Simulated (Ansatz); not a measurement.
**C₇H₁₇AlO₂: small, medium and large basis sets**

The task here is to estimate one member of a computed series from the others.

The runs use Ansatz 0.2.0, Gaussian basis; one geometry, several basis sets.

Levels to be run: PBE0-D4/def2-SVP; ωB97M-V/def2-SVP; PBE0-D4/def2-QZVPP; ωB97M-V/def2-QZVPP; the functionals' def2-TZVPP values are taken from earlier runs.

## Structure used throughout

The geometry comes from an earlier relaxation with PBE0-D4 in a triple-zeta def2 set; it is a stationary point, not always the lowest conformer.

27 atoms, charge 0, spin multiplicity 1.

Atoms are counted from 1 here; the program's logs count them from 0.

Bond lengths: C1–O2 1.387 Å, C1–H11 1.098 Å, C1–H12 1.100 Å, C1–H13 1.101 Å, O2–Al3 1.734 Å, Al3–C4 1.968 Å, Al3–C5 1.965 Å, Al3–O6 1.989 Å, C4–H14 1.095 Å, C4–H15 1.096 Å, C4–H16 1.095 Å, C5–H17 1.096 Å, C5–H18 1.096 Å, C5–H19 1.095 Å, O6–C7 1.443 Å, O6–C10 1.439 Å, C7–C8 1.529 Å, C7–H20 1.088 Å and more. Angles: O2–C1–H11 111.1°, O2–C1–H12 113.0°, O2–C1–H13 111.2°, H11–C1–H12 107.2°, H11–C1–H13 106.9°, H12–C1–H13 107.1°, C1–O2–Al3 131.0°, O2–Al3–C4 115.5°, O2–Al3–C5 114.2°, O2–Al3–O6 97.8°, C4–Al3–C5 120.5°, C4–Al3–O6 101.8°, C5–Al3–O6 101.6°, Al3–C4–H14 111.4°, Al3–C4–H15 110.8°, Al3–C4–H16 114.4°, H14–C4–H15 106.5°, H14–C4–H16 107.0° and more.

The first run:

Contents of in.yaml:

```yaml
crystal:
  periodic: [false, false, false]
  atoms:
    - {symbol: C, position_ang: [-2.209823, 1.591448, -0.291907]}
    - {symbol: O, position_ang: [-1.112049, 1.125754, 0.416809]}
    - {symbol: Al, position_ang: [0.581640, 1.170662, 0.048093]}
    - {symbol: C, position_ang: [1.045709, 1.895733, -1.721968]}
    - {symbol: C, position_ang: [1.736335, 1.512154, 1.600736]}
    - {symbol: O, position_ang: [0.851074, -0.780694, -0.227213]}
    - {symbol: C, position_ang: [-0.085754, -1.406103, -1.128793]}
    - {symbol: C, position_ang: [-1.105763, -2.125004, -0.245077]}
    - {symbol: C, position_ang: [-0.492418, -2.080986, 1.164380]}
    - {symbol: C, position_ang: [0.939319, -1.653344, 0.914111]}
    - {symbol: H, position_ang: [-2.768537, 2.336456, 0.289832]}
    - {symbol: H, position_ang: [-1.936416, 2.062756, -1.247942]}
    - {symbol: H, position_ang: [-2.911268, 0.774805, -0.522414]}
    - {symbol: H, position_ang: [2.070604, 1.632301, -2.004787]}
    - {symbol: H, position_ang: [0.994686, 2.990344, -1.719635]}
    - {symbol: H, position_ang: [0.391973, 1.559092, -2.533894]}
    - {symbol: H, position_ang: [1.863198, 2.592748, 1.731533]}
    - {symbol: H, position_ang: [2.743756, 1.095288, 1.492494]}
    - {symbol: H, position_ang: [1.318343, 1.138153, 2.541370]}
    - {symbol: H, position_ang: [-0.509627, -0.621117, -1.752101]}
    - {symbol: H, position_ang: [0.479493, -2.098354, -1.758192]}
    - {symbol: H, position_ang: [-1.257631, -3.147657, -0.593054]}
    - {symbol: H, position_ang: [-2.066954, -1.613776, -0.262067]}
    - {symbol: H, position_ang: [-0.998646, -1.326274, 1.766262]}
    - {symbol: H, position_ang: [-0.545761, -3.039135, 1.682125]}
    - {symbol: H, position_ang: [1.583535, -2.495087, 0.639484]}
    - {symbol: H, position_ang: [1.400990, -1.090143, 1.721824]}
basis:
  gaussian: {orbitals: def2-SVP}
hamiltonian: {xc: pbe0, dispersion: d4}
output: {orbitals: {seedname: orbitals}}
```

Steps of the session up to this table: PBE0-D4 in def2-SVP; ωB97M-V in def2-SVP; PBE0-D4 in def2-QZVPP; ωB97M-V in def2-QZVPP.

One table of the session follows, with a row left open; its other results are not shown here.

It belongs to the step «Density functionals: the series». 

| functional | basis | HOMO (eV) | LUMO (eV) |
| --- | --- | --- | --- |
| PBE0-D4 | def2-SVP | ? | ? |
| PBE0-D4 | def2-TZVPP | -6.70 | 0.70 |
| PBE0-D4 | def2-QZVPP | -6.72 | 0.29 |
| ωB97M-V | def2-SVP | -8.87 | 2.75 |
| ωB97M-V | def2-TZVPP | -8.99 | 2.11 |
| ωB97M-V | def2-QZVPP | -9.00 | 1.36 |

Q: Estimate the row for PBE0-D4, def2-SVP from the others.

As computed: HOMO (eV): -6.59; LUMO (eV): 1.13. In the column «HOMO (eV)» it is the highest.
